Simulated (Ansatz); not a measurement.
# Nb16H: the cost of one run

Program: Ansatz 0.2.0. Level of theory: DFT PBE, plane waves, PAW, scalar-relativistic, no spin polarisation. These are calculated values, not measurements.

## Step 1: The system as given

The cell holds 17 atoms (HNb16): a = 6.600 Å, b = 6.600 Å, c = 6.600 Å, α = 90.00°, β = 90.00°, γ = 90.00°.

Its coordinates follow in the input file.

## Step 2: Relaxing end A

Contents of input.yaml:

```yaml
crystal:
  lattice:
    - [6.6, 0.0, 0.0]
    - [0.0, 6.6, 0.0]
    - [0.0, 0.0, 6.6]
  atoms:
    - { symbol: Nb, position: [0.0, 0.0, 0.0] }
    - { symbol: Nb, position: [0.5, 0.0, 0.0] }
    - { symbol: Nb, position: [0.0, 0.5, 0.0] }
    - { symbol: Nb, position: [0.0, 0.0, 0.5] }
    - { symbol: Nb, position: [0.25, 0.25, 0.25] }
    - { symbol: Nb, position: [0.5, 0.5, 0.0] }
    - { symbol: Nb, position: [0.5, 0.0, 0.5] }
    - { symbol: Nb, position: [0.75, 0.25, 0.25] }
    - { symbol: Nb, position: [0.0, 0.5, 0.5] }
    - { symbol: Nb, position: [0.25, 0.75, 0.25] }
    - { symbol: Nb, position: [0.25, 0.25, 0.75] }
    - { symbol: Nb, position: [0.5, 0.5, 0.5] }
    - { symbol: Nb, position: [0.75, 0.75, 0.25] }
    - { symbol: Nb, position: [0.75, 0.25, 0.75] }
    - { symbol: Nb, position: [0.25, 0.75, 0.75] }
    - { symbol: Nb, position: [0.75, 0.75, 0.75] }
    - { symbol: H, position: [0.8805369, 0.4921806, 0.7443206] }
basis:
  ecutwfc: 420.0
kpoints:
  mp_grid: { grid: [3, 3, 3] }
hamiltonian:
  xc: pbe
scf:
  occupations: { method: gaussian, width: 0.15 }
  lower_state_search: "off"
relax:
  f_tol: 0.03
  max_steps: 60
  adjacent_minimum: "off"
```

Started as:

```bash
$ ansatz run input.yaml --threads 4 --pin off --max-ram 10240MiB --backend cpu --events-out ev --progress --plain --runs-dir out
```

**Question.** How long does this run take on 4 threads of Intel Xeon 6975P-C (Granite Rapids), shared host, and how much memory does it need?

About 24 s, with a peak of 1.2 GiB.
